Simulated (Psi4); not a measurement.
# A workflow on InHOF2 (SMILES [OH][In]([F])[F])

We compute a series of 10 runs (PBE-D4/def2-SVP, PBE0-D4/def2-TZVP, PBE-D4/def2-TZVPP, r2SCAN-D4/def2-TZVPP, B3LYP-D4/def2-TZVPP, PBE0-D4/def2-TZVPP, wB97M-V/def2-TZVPP, CCSD(T)/def2-TZVPP, and more) of InHOF2. 

Program for the calculation: Psi4 1.11.

### 1 The molecule

The species is InHOF2 (5 atoms), meant as a singlet with charge 0. SMILES: `[OH][In]([F])[F]`. The shape comes from a force field and isn't a relaxed structure. The run starts from this shape.

Bond lengths: O1–In2 1.409 Å, In2–F3 1.667 Å, In2–F4 1.327 Å, O1–H5 1.004 Å. Angles: O1–In2–F3 85.7°, O1–In2–F4 153.3°, F3–In2–F4 121.0°, In2–O1–H5 112.7°.

### 2 A geometry optimisation at PBE-D4/def2-SVP (density fitting, core potential) (run 1)

input.in

```
memory 3.3 GB

molecule system {
  O     -0.003579     0.936189     0.277599
  In    -0.151802    -0.419044    -0.078091
  F      1.263843    -0.666369     0.767040
  F     -0.781592    -1.428577    -0.665420
  H     -0.400225     1.560386    -0.400771
  symmetry c1
}

set {
  basis                   def2-SVP
  reference               rks
  scf_type                df
  geom_maxiter            40
  max_force_g_convergence 0.0005
  opt_coordinates         both
}

result, w = opt('pbe-d4', return_wfn=True)
print_variables()
```

Command:

```sh
psi4 -i input.in -o input.out -n 2
```

input.out:

```text
[...]
    !!!  WARNING: ECP capability is in beta. Please check occupations closely.  !!!
[...]
  Running in c1 symmetry.
[...]
  Nuclear repulsion =  260.196796046617976
[...]
  Multiplicity = 1
[...]
  Nalpha       = 24
  Nbeta        = 24
[...]
    Number of basis functions: 73
[...]
   @DF-RKS iter   1:  -463.59305696677995    1.51084e+00   1.78445e-02 DIIS/ADIIS
[...]
    !!!  WARNING: ECP capability is in beta. Please check occupations closely.  !!!
[...]
   @DF-RKS iter   9:  -465.21421582122173   -4.54747e-13   1.23596e-09 DIIS
[...]
  @DF-RKS Final Energy:  -465.21421582122173
   => Energetics <=
    Nuclear Repulsion Energy =            192.1283391599337733
    One-Electron Energy =               -1101.4956169544884688
    Two-Electron Energy =                 490.5442605946918206
    DFT Exchange-Correlation Energy =     -46.3885610169803471
    Empirical Dispersion Energy =          -0.0026376043785472
    VV10 Nonlocal Energy =                  0.0000000000000000
    Total Energy =                       -465.2142158212217282
[...]
 Multipole Moments:
 ------------------------------------------------------------------------------------
     Multipole            Electronic (a.u.)      Nuclear  (a.u.)        Total (a.u.)
 ------------------------------------------------------------------------------------
 L = 1.  Multiply by 2.5417464519 to convert [e a0] to [Debye]
 Dipole X            :          0.9924235           -1.4356338           -0.4432103
 Dipole Y            :         -1.4457527            2.0731546            0.6274019
 Dipole Z            :          0.6449458           -0.9365825           -0.2916368
 Magnitude           :                                                    0.8216572
[...]
  -Total Gradient:
     Atom            X                  Y                   Z
    ------   -----------------  -----------------  -----------------
       1       -0.000349967046     0.000759329649     0.000085520509
       2       -0.000461049454    -0.001372733380    -0.000357751821
       3        0.000613502438    -0.000203887692     0.000317910531
       4        0.000311808974     0.000667952177     0.000324056575
       5        0.000104150070     0.000069593221    -0.000189989222
[...]
```

Standard output:

```text
Optimizer: Optimization complete!
```

Run time: 44 s. Hardware: 2 threads of Intel Xeon 6975P-C (Granite Rapids), shared host; peak memory 0.51 GiB.

The path in brief:

```tsv
step	energy from the first frame kept (eV)	largest force (eV/Å)
0	0.0000	82.9486
1	-13.6298	38.2958
2	-20.9082	23.3712
3	-24.0900	14.2607
4	-25.9872	7.7478
5	-26.9664	3.7703
6	-27.3686	1.5360
7	-27.4905	0.8521
8	-27.5395	0.4934
9	-27.5637	0.2924
10	-27.5929	0.2557
11	-27.6160	0.2028
12	-27.6243	0.2235
13	-27.6341	0.2351
14	-27.6388	0.2606
15	-27.6463	0.3212
16	-27.6547	0.2480
17	-27.6569	0.1331
18	-27.6577	0.1438
19	-27.6587	0.1391
20	-27.6626	0.1743
21	-27.6595	0.1077
22	-27.6593	0.0767
```

After the run. Bond lengths: O1–In2 2.007 Å, In2–F3 1.961 Å, In2–F4 1.971 Å, O1–H5 0.980 Å. Angles: O1–In2–F3 122.2°, O1–In2–F4 120.7°, F3–In2–F4 117.1°, In2–O1–H5 107.4°.

### 3 A structure relaxation at PBE0-D4/def2-TZVP (density fitting, core potential) (run 2)

calc.in

```
memory 3.3 GB

molecule {
  0 1
  O     -0.303268     1.597870    -0.007551
  In    -0.047672    -0.392896    -0.011800
  F      1.407310    -1.260605     0.976906
  F     -1.267544    -1.562106    -1.025718
  H     -1.059869     1.796856    -0.597345
  symmetry c1
}

set basis def2-TZVP
set scf_type df
set geom_maxiter 80
set max_force_g_convergence 0.0002

result, w = optimize('pbe0-d4', return_wfn=True)
print_variables()
```

Command:

```sh
psi4 -i calc.in -o calc.out -n 2
```

calc.out:

```text
[...]
    !!!  WARNING: ECP capability is in beta. Please check occupations closely.  !!!
[...]
  Running in c1 symmetry.
[...]
  Nuclear repulsion =  192.128309272191558
[...]
  Multiplicity = 1
[...]
  Nalpha       = 24
  Nbeta        = 24
[...]
    Number of basis functions: 149
[...]
   @DF-RKS iter   1:  -465.19262184784338   -1.31921e+00   6.98811e-03 DIIS/ADIIS
[...]
    !!!  WARNING: ECP capability is in beta. Please check occupations closely.  !!!
[...]
   @DF-RKS iter   7:  -465.57087158917426   -2.95017e-11   6.55306e-09 DIIS
[...]
  @DF-RKS Final Energy:  -465.57087158917426
   => Energetics <=
    Nuclear Repulsion Energy =            196.2301341011354054
    One-Electron Energy =               -1110.2076219112470881
    Two-Electron Energy =                 483.7394175038366484
    DFT Exchange-Correlation Energy =     -35.3305421305867355
    Empirical Dispersion Energy =          -0.0022591523124503
    VV10 Nonlocal Energy =                  0.0000000000000000
    Total Energy =                       -465.5708715891742600
[...]
 Multipole Moments:
 ------------------------------------------------------------------------------------
     Multipole            Electronic (a.u.)      Nuclear  (a.u.)        Total (a.u.)
 ------------------------------------------------------------------------------------
 L = 1.  Multiply by 2.5417464519 to convert [e a0] to [Debye]
 Dipole X            :          1.0265459           -1.4664113           -0.4398653
 Dipole Y            :         -0.8670024            1.5740485            0.7070460
 Dipole Z            :          0.6876747           -0.9493639           -0.2616892
 Magnitude           :                                                    0.8728555
[...]
  -Total Gradient:
     Atom            X                  Y                   Z
    ------   -----------------  -----------------  -----------------
       1        0.000076740686     0.000055044312     0.000028435807
       2       -0.000107973463    -0.000031057882    -0.000077983891
       3       -0.000005954919     0.000083540902     0.000010729369
       4        0.000047310161     0.000023544070     0.000029334164
       5       -0.000041816188     0.000053949233     0.000001590063
[...]
```

The script printed:

```text
Optimizer: Optimization complete!
```

Run time: 33 s. Hardware: 2 threads of Intel Xeon 6975P-C (Granite Rapids), shared host; peak memory 0.76 GiB.

Steps, from the record of the run:

```tsv
step	energy from the first frame kept (eV)	largest force (eV/Å)
0	0.0000	1.1347
1	-0.0570	0.3407
2	-0.0671	0.1306
3	-0.0657	0.1201
4	-0.0684	0.0344
5	-0.0685	0.0333
6	-0.0685	0.0215
7	-0.0685	0.0070
```

After the run. Bond lengths: O1–In2 1.954 Å, In2–F3 1.922 Å, In2–F4 1.934 Å, O1–H5 0.962 Å. Angles: O1–In2–F3 123.6°, O1–In2–F4 121.4°, F3–In2–F4 115.0°, In2–O1–H5 111.4°.

Run 3 isn't shown in full; the table further down has it.

### 4 The energy at PBE-D4/def2-TZVPP (density fitting, core potential) (run 4)

calc.inp

```
memory 3.3 GB

molecule {
  O
  In 1 R2
  F 2 R3 1 A3
  F 2 R4 3 A4 1 D4
  H 1 R5 2 A5 3 D5

  R2 = 1.954164
  R3 = 1.922113
  A3 = 123.59475
  R4 = 1.934324
  A4 = 115.04744
  D4 = 179.98447
  R5 = 0.962166
  A5 = 111.38249
  D5 = -179.76506
  units angstrom
  symmetry c1
}

set {
  basis                def2-TZVPP
  scf_type             df
  dft_radial_points    99
  dft_spherical_points 590
}

energy("pbe-d4")
print_variables()
```

Command:

```sh
psi4 calc.inp calc.out -n 2
```

calc.out:

```text
[...]
    !!!  WARNING: ECP capability is in beta. Please check occupations closely.  !!!
[...]
  Running in c1 symmetry.
[...]
  Nuclear repulsion =  196.230146245463573
[...]
  Multiplicity = 1
[...]
  Nalpha       = 24
  Nbeta        = 24
[...]
    Number of basis functions: 157
[...]
   @DF-RKS iter   1:  -465.11675654686189   -9.87702e-01   7.45573e-03 ADIIS/DIIS
[...]
   @DF-RKS iter  11:  -465.58508610549609   -2.34448e-08   3.46168e-07 DIIS
[...]
    Orbital Energies [Eh]
    ---------------------
    Doubly Occupied:
       1A    -24.223939     2A    -24.218338     3A    -18.778704
       4A     -4.521522     5A     -2.971693     6A     -2.959457
       7A     -2.958252     8A     -1.035978     9A     -1.029787
      10A     -0.922079    11A     -0.733314    12A     -0.732890
      13A     -0.732522    14A     -0.723537    15A     -0.719493
      16A     -0.458234    17A     -0.403760    18A     -0.360511
      19A     -0.340341    20A     -0.338079    21A     -0.326234
      22A     -0.322848    23A     -0.308686    24A     -0.291771
[...]
  @DF-RKS Final Energy:  -465.58508610549609
   => Energetics <=
    Nuclear Repulsion Energy =            196.2301462454635725
    One-Electron Energy =               -1109.9533621904797656
    Two-Electron Energy =                 494.5675859663458596
    DFT Exchange-Correlation Energy =     -46.4267832667262326
    Empirical Dispersion Energy =          -0.0026728600995371
    VV10 Nonlocal Energy =                  0.0000000000000000
    Total Energy =                       -465.5850861054960887
[...]
 Multipole Moments:
 ------------------------------------------------------------------------------------
     Multipole            Electronic (a.u.)      Nuclear  (a.u.)        Total (a.u.)
 ------------------------------------------------------------------------------------
 L = 1.  Multiply by 2.5417464519 to convert [e a0] to [Debye]
 Dipole X            :          0.0004926            0.0017050            0.0021976
 Dipole Y            :         -1.1695962            1.5591838            0.3895876
 Dipole Z            :          1.0009693           -1.7601791           -0.7592098
 Magnitude           :                                                    0.8533363
[...]
```

Run time: 7.5 s. Hardware: 2 threads of Intel Xeon 6975P-C (Granite Rapids), shared host; peak memory 1.2 GiB.

Runs 5 to 9 aren't shown in full; the table further down has their settings and results.

### 5 A single-point energy at MP2/def2-QZVPP (density fitting, core potential, density fitting for correlation) (run 10)

job.inp

```
memory 3300 MB

molecule {
  0 1
  O     -0.301388     1.551964    -0.029513
  In    -0.047158    -0.385508    -0.011397
  F      1.360816    -1.264391     0.957981
  F     -1.225753    -1.564590    -0.992360
  H     -1.059666     1.801262    -0.566755
  units angstrom
  symmetry c1
}

set scf_type df
set num_frozen_docc 7

energy("mp2/def2-QZVPP")
```

Command:

```sh
psi4 -i job.inp -o job.out -n 2
```

job.out:

```text
[...]
    !!!  WARNING: ECP capability is in beta. Please check occupations closely.  !!!
[...]
  Running in c1 symmetry.
[...]
  Nuclear repulsion =  196.230120191445224
[...]
  Multiplicity = 1
[...]
  Nalpha       = 24
  Nbeta        = 24
[...]
    Number of basis functions: 283
[...]
   @DF-RHF iter   1:  -463.48031302638134   -2.11656e+00   3.06502e-03 ADIIS/DIIS
[...]
   @DF-RHF iter  12:  -463.74141505132428   -5.95151e-11   6.53272e-09 DIIS
[...]
    Orbital Energies [Eh]
    ---------------------
    Doubly Occupied:
       1A    -26.244623     2A    -26.241708     3A    -20.574079
       4A     -5.438809     5A     -3.704520     6A     -3.695156
       7A     -3.693826     8A     -1.520043     9A     -1.516090
      10A     -1.329334    11A     -1.090089    12A     -1.088981
      13A     -1.088795    14A     -1.080142    15A     -1.075753
      16A     -0.680031    17A     -0.644129    18A     -0.612068
      19A     -0.608976    20A     -0.604323    21A     -0.597857
      22A     -0.585269    23A     -0.522430    24A     -0.516795
[...]
  @DF-RHF Final Energy:  -463.74141505132428
   => Energetics <=
    Nuclear Repulsion Energy =            196.2301201914452236
    One-Electron Energy =               -1110.4354180631030431
    Two-Electron Energy =                 450.4638828203335947
    Total Energy =                       -463.7414150513242816
[...]
 Multipole Moments:
 ------------------------------------------------------------------------------------
     Multipole            Electronic (a.u.)      Nuclear  (a.u.)        Total (a.u.)
 ------------------------------------------------------------------------------------
 L = 1.  Multiply by 2.5417464519 to convert [e a0] to [Debye]
 Dipole X            :          1.0202635           -1.4664075           -0.4461440
 Dipole Y            :         -0.8904023            1.5740522            0.6836498
 Dipole Z            :          0.6811460           -0.9493696           -0.2682237
 Magnitude           :                                                    0.8592819
[...]
```

Wall time 5.4 s (2 threads of Intel Xeon 6975P-C (Granite Rapids), shared host); peak memory 0.77 GiB.

### 6 All runs side by side

```tsv
run	level	geom maxiter	max force g convergence	energy (Eh)	dipole moment (D)	HOMO energy (eV)	LUMO energy (eV)	wall time
1	PBE-D4/def2-SVP (density fitting, core potential)	40	0.0005	-465.214216	2.09	-7.48	-3.82	44 s
2	PBE0-D4/def2-TZVP (density fitting, core potential)	80	0.0002	-465.570872	2.22	-9.66	-2.84	33 s
3	PBE0-D4/def2-TZVP (density fitting, core potential)	–	–	-465.570872	2.22	–	–	1.7 min
4	PBE-D4/def2-TZVPP (density fitting, core potential)	–	–	-465.585086	2.17	-7.94	-3.78	7.5 s
5	r2SCAN-D4/def2-TZVPP (density fitting, core potential)	–	–	-465.799280	2.20	-8.32	-3.54	12 s
6	B3LYP-D4/def2-TZVPP (density fitting, core potential)	–	–	-465.913816	2.22	-9.42	-3.24	7.8 s
7	PBE0-D4/def2-TZVPP (density fitting, core potential)	–	–	-465.572579	2.20	-9.67	-2.84	7.2 s
8	wB97M-V/def2-TZVPP (density fitting, core potential)	–	–	-465.724218	2.15	-12.22	-0.89	13 s
9	CCSD(T)/def2-TZVPP (density fitting, core potential, density fitting for correlation)	–	–	-464.774622	–	-14.05	0.51	100 s
10	MP2/def2-QZVPP (density fitting, core potential, density fitting for correlation)	–	–	-465.027439	–	-14.06	0.22	5.4 s
```

### 7 Summary of results

| quantity | value |
| --- | --- |
| run 10, MP2/def2-QZVPP: total energy | -465.02744 Eh |
| run 10, MP2/def2-QZVPP: HOMO energy (Hartree–Fock orbitals) | -14.06 eV |
| run 10, MP2/def2-QZVPP: LUMO energy (Hartree–Fock orbitals) | 0.22 eV |
| run 10, MP2/def2-QZVPP: HOMO–LUMO gap (Hartree–Fock orbitals) | 14.28 eV |
| run 10, MP2/def2-QZVPP: correlation energy (7 core orbitals frozen) | -1286.0 mEh |

In words: Over runs 3, 4, 5, 6, 7, 8 the dipole moment (its size) runs from 2.15 D (wB97M-V/def2-TZVPP) to 2.22 D (PBE0-D4/def2-TZVP). The two ends differ in method and basis. Over runs 4, 5, 6, 7, 8 the HOMO–LUMO gap runs from 4.16 eV (PBE-D4/def2-TZVPP) to 11.32 eV (wB97M-V/def2-TZVPP). Totals of different functionals can't be ranked against each other. All runs together took 5.6 min, the longest 1.7 min.
